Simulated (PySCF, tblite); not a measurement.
# C₅H₉FO₂: a rotation path, then NMR shifts on frames

Aim: move C₅H₉FO₂ (`C[C@@H](CCF)OC=O`) away from its starting geometry and see how NMR shifts follow the geometry.

Computed with tblite 0.8.0 and PySCF 2.14.0, with density-fitted response routines of our own, on a single molecule in the gas phase. Atoms count from 0, in the outputs and in this text.

## 1. The molecule as given

17 atoms, charge 0, multiplicity 1; geometry from: GFN2-xTB.

Bonds of the start (Å): C0–C1 1.52, C1–C2 1.53, C2–C3 1.52, C3–F4 1.37, C1–O5 1.44, O5–C6 1.32, C6–O7 1.20, C0–H8 1.09, C0–H9 1.09, C0–H10 1.09, C1–H11 1.10, C2–H12 1.09, C2–H13 1.09, C3–H14 1.09, C3–H15 1.09, C6–H16 1.10.

## 2. A band between two rotamers with GFN2-xTB

The job: settings as JSON, then the geometry in Å.

```
{"job": {"kind": "neb", "xc": "GFN2-xTB", "basis": "xTB", "atoms": [1, 2, 3, 4], "turn": 120}, "charge": 0, "multiplicity": 1}
C     -1.082888    -1.739928    -0.023590
C     -0.351024    -0.423345     0.203610
C      1.020609    -0.410981    -0.469179
C      1.787345     0.873176    -0.177521
F      3.053628     0.784572    -0.700881
O     -1.157527     0.632379    -0.357670
C     -1.534056     1.617502     0.432099
O     -1.259379     1.768212     1.585791
H     -2.064517    -1.705917     0.442072
H     -1.207372    -1.915812    -1.088762
H     -0.517328    -2.559639     0.409149
H     -0.244074    -0.224991     1.277774
H      1.601171    -1.257797    -0.100246
H      0.897913    -0.519536    -1.548271
H      1.900451     1.039324     0.898872
H      1.315047     1.744252    -0.642527
H     -2.164997     2.310559    -0.150629
```

With the program's defaults for keys left out, this is: GFN2-xTB climbing-image nudged elastic band, gas phase.

Started as:

```
> OMP_NUM_THREADS=1 python probes_run.py task.json out
```

This one command runs all jobs of the session in turn.

Output:

```text
image   E - E0 / eV
  0       0.0000
  1       0.0073
  2       0.0294
  3       0.0578
  4       0.0797
  5       0.0839
  6       0.0685
  7       0.0405
  8       0.0132
```

Wall time 2.7 s (1 thread of Arm Neoverse V1, shared host); peak memory 0.18 GiB.

The final band, with the dihedral C1–C2–C3–F4:

| image | dihedral (°) | energy (eV) | energy (kcal/mol) |
| --- | --- | --- | --- |
| 0 | 175 | 0.000 | 0.0 |
| 1 | 188 | 0.007 | 0.2 |
| 2 | 201 | 0.029 | 0.7 |
| 3 | 214 | 0.058 | 1.3 |
| 4 | 228 | 0.080 | 1.8 |
| 5 | 241 | 0.084 | 1.9 |
| 6 | 255 | 0.068 | 1.6 |
| 7 | 269 | 0.041 | 0.9 |
| 8 | 284 | 0.013 | 0.3 |

## 3. NMR shieldings: image 0, PBE0/pcSseg-1

The job: settings as JSON, then the geometry in Å.

```
{"job": {"kind": "nmr", "xc": "PBE0", "basis": "pcSseg-1", "pop": false}, "charge": 0, "multiplicity": 1}
C     -1.082900    -1.739900    -0.023600
C     -0.351000    -0.423300     0.203600
C      1.020600    -0.411000    -0.469200
C      1.787300     0.873200    -0.177500
F      3.053600     0.784600    -0.700900
O     -1.157500     0.632400    -0.357700
C     -1.534100     1.617500     0.432100
O     -1.259400     1.768200     1.585800
H     -2.064500    -1.705900     0.442100
H     -1.207400    -1.915800    -1.088800
H     -0.517300    -2.559600     0.409100
H     -0.244100    -0.225000     1.277800
H      1.601200    -1.257800    -0.100200
H      0.897900    -0.519500    -1.548300
H      1.900500     1.039300     0.898900
H      1.315000     1.744300    -0.642500
H     -2.165000     2.310600    -0.150600
```

With the program's defaults for keys left out, this is: GIAO PBE0/pcSseg-1 NMR shielding, non-relativistic, gas phase.

Output:

```text
coarse grid: 14272 points
cycle   1  E = -445.4686284843  dE =  1.106e+00  |g| = 9.558e-01  |ddm| = 3.474e+00
cycle   2  E = -445.1460188005  dE =  3.226e-01  |g| = 1.643e+00  |ddm| = 1.558e+00
cycle   3  E = -445.6188492107  dE = -4.728e-01  |g| = 2.955e-01  |ddm| = 1.103e+00
cycle   4  E = -445.6341104863  dE = -1.526e-02  |g| = 8.702e-02  |ddm| = 2.236e-01
cycle   5  E = -445.6352924983  dE = -1.182e-03  |g| = 2.213e-02  |ddm| = 5.126e-02
cycle   6  E = -445.6353911771  dE = -9.868e-05  |g| = 5.224e-03  |ddm| = 1.592e-02
cycle   7  E = -445.6353961262  dE = -4.949e-06  |g| = 1.420e-03  |ddm| = 4.011e-03
final grid: 138408 points
cycle   8  E = -445.7107496370  dE = -3.553e-05  |g| = 1.369e-02  |ddm| = 2.825e-02
cycle   9  E = -445.7107107361  dE =  3.890e-05  |g| = 2.021e-02  |ddm| = 1.899e-02
cycle  10  E = -445.7107838801  dE = -7.314e-05  |g| = 2.249e-03  |ddm| = 1.143e-02
cycle  11  E = -445.7107847896  dE = -9.094e-07  |g| = 5.165e-04  |ddm| = 1.478e-03
cycle  12  E = -445.7107848305  dE = -4.090e-08  |g| = 1.876e-04  |ddm| = 4.263e-04
cycle  13  E = -445.7107848374  dE = -6.928e-09  |g| = 3.010e-05  |ddm| = 1.449e-04
cycle  14  E = -445.7107848376  dE = -1.738e-10  |g| = 1.181e-05  |ddm| = 3.274e-05
converged SCF energy = -445.7107848376

GIAO shielding tensors (ppm)
atom      isotropic    diamagn.    paramagn.     s11        s22        s33       span
  0 C      162.897     246.568     -83.672    142.645    158.890    187.155     44.510
  1 C      120.914     249.921    -129.008     78.104    128.184    156.454     78.350
  2 C      145.249     249.551    -104.302    123.324    141.977    170.444     47.120
  3 C      101.692     244.445    -142.754     61.744     80.666    162.665    100.921
  4 F      424.189     468.622     -44.433    393.629    417.628    461.311     67.682
  5 O       97.455     402.250    -304.795    -68.640    170.171    190.835    259.475
  6 C       22.024     246.755    -224.732    -81.450     70.931     76.591    158.041
  7 O      -98.295     402.753    -501.048   -389.609   -208.742    303.465    693.074
  8 H       30.302      29.561       0.741     25.977     28.063     36.866     10.889
  9 H       30.172      29.945       0.228     26.682     28.529     35.307      8.625
 10 H       30.568      29.759       0.809     26.339     28.223     37.141     10.802
 11 H       26.083      34.405      -8.322     23.938     26.028     28.285      4.347
 12 H       29.890      31.698      -1.808     25.853     29.541     34.276      8.422
 13 H       29.544      31.663      -2.119     26.527     29.336     32.770      6.243
 14 H       26.875      30.182      -3.307     21.890     28.505     30.231      8.341
 15 H       26.961      30.441      -3.480     21.862     28.249     30.772      8.910
 16 H       23.611      26.677      -3.066     19.141     23.667     28.025      8.884
```

It took 25 s on 1 thread of Arm Neoverse V1, shared host; peak memory 0.83 GiB.

The references, computed at this level on geometries of the same kind, shield at (ppm): 1H TMS 31.72, 13C TMS 186.9, 19F CFCl3 170.9, 17O H2O 336.1. Their shielding less the atom's gives the shift. The references are single molecules in the gas phase, so shifts against H2O, NH3, PH3, H3PO4 or CFCl3 are not on the usual liquid scales and can be off by tens of ppm. Each atom is listed at this fixed geometry, with no averaging over motion; a spectrum would average atoms that exchange fast.

| atoms | environment | σ (ppm) | δ (ppm) |
| --- | --- | --- | --- |
| C6 | ester carbonyl carbon | 22.0 | 164.9 |
| C3 | sp3 CH2 bonded to F | 101.7 | 85.2 |
| C1 | sp3 CH bonded to O | 120.9 | 66.0 |
| C2 | sp3 CH2 | 145.2 | 41.7 |
| C0 | methyl carbon | 162.9 | 24.0 |
| H16 | hydrogen on an ester carbonyl carbon | 23.61 | 8.11 |
| H11 | hydrogen on an sp3 CH bonded to O | 26.08 | 5.63 |
| H14 | hydrogen on an sp3 CH2 bonded to F | 26.88 | 4.84 |
| H15 | hydrogen on an sp3 CH2 bonded to F | 26.96 | 4.76 |
| H13 | hydrogen on an sp3 CH2 | 29.54 | 2.17 |
| H12 | hydrogen on an sp3 CH2 | 29.89 | 1.83 |
| H9 | hydrogen on a methyl carbon | 30.17 | 1.54 |
| H8 | hydrogen on a methyl carbon | 30.30 | 1.41 |
| H10 | hydrogen on a methyl carbon | 30.57 | 1.15 |
| F4 | fluorine on an sp3 carbon | 424.2 | -253.2 |
| O7 | ester carbonyl oxygen | -98.3 | 434.4 |
| O5 | ester alkoxy oxygen | 97.5 | 238.6 |

## 4. Nuclear shieldings: image 2, PBE0/pcSseg-1

The job: settings as JSON, then the geometry in Å.

```
{"job": {"kind": "nmr", "xc": "PBE0", "basis": "pcSseg-1", "pop": false}, "charge": 0, "multiplicity": 1}
C     -1.089400    -1.737500    -0.022000
C     -0.358500    -0.421200     0.210700
C      1.036800    -0.430300    -0.414700
C      1.811800     0.849400    -0.115500
F      2.817200     1.012900    -1.037600
O     -1.141300     0.622100    -0.400900
C     -1.533700     1.630700     0.350200
O     -1.286500     1.816200     1.505400
H     -2.087000    -1.690100     0.408200
H     -1.179400    -1.926800    -1.089100
H     -0.546000    -2.554800     0.442800
H     -0.290600    -0.201200     1.283700
H      1.586100    -1.294200    -0.039200
H      0.940500    -0.529100    -1.497900
H      2.290100     0.825100     0.868600
H      1.172000     1.734300    -0.193300
H     -2.149000     2.306500    -0.269300
```

With the program's defaults for keys left out, this is: GIAO PBE0/pcSseg-1 NMR shielding, non-relativistic, gas phase.

Output:

```text
coarse grid: 14272 points
cycle   1  E = -445.4674027323  dE =  1.106e+00  |g| = 9.562e-01  |ddm| = 3.474e+00
cycle   2  E = -445.1472201223  dE =  3.202e-01  |g| = 1.640e+00  |ddm| = 1.541e+00
cycle   3  E = -445.6179135376  dE = -4.707e-01  |g| = 2.933e-01  |ddm| = 1.090e+00
cycle   4  E = -445.6329346601  dE = -1.502e-02  |g| = 8.718e-02  |ddm| = 2.231e-01
cycle   5  E = -445.6341222918  dE = -1.188e-03  |g| = 2.191e-02  |ddm| = 5.125e-02
cycle   6  E = -445.6342193053  dE = -9.701e-05  |g| = 5.209e-03  |ddm| = 1.581e-02
cycle   7  E = -445.6342242682  dE = -4.963e-06  |g| = 1.386e-03  |ddm| = 3.906e-03
final grid: 138408 points
cycle   8  E = -445.7095363203  dE = -3.634e-05  |g| = 1.327e-02  |ddm| = 2.710e-02
cycle   9  E = -445.7094997874  dE =  3.653e-05  |g| = 1.957e-02  |ddm| = 1.849e-02
cycle  10  E = -445.7095686958  dE = -6.891e-05  |g| = 2.208e-03  |ddm| = 1.110e-02
cycle  11  E = -445.7095695690  dE = -8.732e-07  |g| = 5.077e-04  |ddm| = 1.445e-03
cycle  12  E = -445.7095696081  dE = -3.916e-08  |g| = 1.910e-04  |ddm| = 4.255e-04
cycle  13  E = -445.7095696153  dE = -7.157e-09  |g| = 3.101e-05  |ddm| = 1.485e-04
cycle  14  E = -445.7095696155  dE = -1.864e-10  |g| = 1.151e-05  |ddm| = 3.260e-05
converged SCF energy = -445.7095696155

GIAO shielding tensors (ppm)
atom      isotropic    diamagn.    paramagn.     s11        s22        s33       span
  0 C      162.927     246.560     -83.633    143.301    158.475    187.005     43.704
  1 C      122.476     249.638    -127.163     77.343    128.827    161.257     83.914
  2 C      145.210     249.550    -104.340    123.888    141.489    170.252     46.364
  3 C      103.485     244.011    -140.526     63.417     81.005    166.032    102.615
  4 F      419.088     469.197     -50.109    376.741    413.173    467.348     90.607
  5 O       97.645     402.111    -304.466    -66.543    167.914    191.565    258.108
  6 C       21.294     246.743    -225.449    -82.403     69.751     76.535    158.938
  7 O      -97.471     402.664    -500.135   -387.451   -208.516    303.554    691.006
  8 H       30.272      29.547       0.724     25.884     28.048     36.883     10.999
  9 H       30.146      29.936       0.211     26.716     28.473     35.250      8.534
 10 H       30.611      29.741       0.870     26.303     28.248     37.281     10.978
 11 H       26.262      34.310      -8.048     24.038     26.221     28.527      4.489
 12 H       29.623      31.612      -1.989     25.375     29.437     34.056      8.681
 13 H       29.763      31.740      -1.978     26.430     29.682     33.177      6.747
 14 H       26.790      29.475      -2.684     22.527     28.181     29.663      7.137
 15 H       27.168      30.997      -3.829     21.714     27.675     32.114     10.400
 16 H       23.489      26.634      -3.145     19.057     23.558     27.851      8.794
```

It took 24 s on 1 thread of Arm Neoverse V1, shared host; peak memory 0.84 GiB.

Key values: δ C6 165.6, C3 83.4, C1 64.4, C2 41.7, H16 8.23, H11 5.46 ppm.

(Part 1 of 2 ends here.)
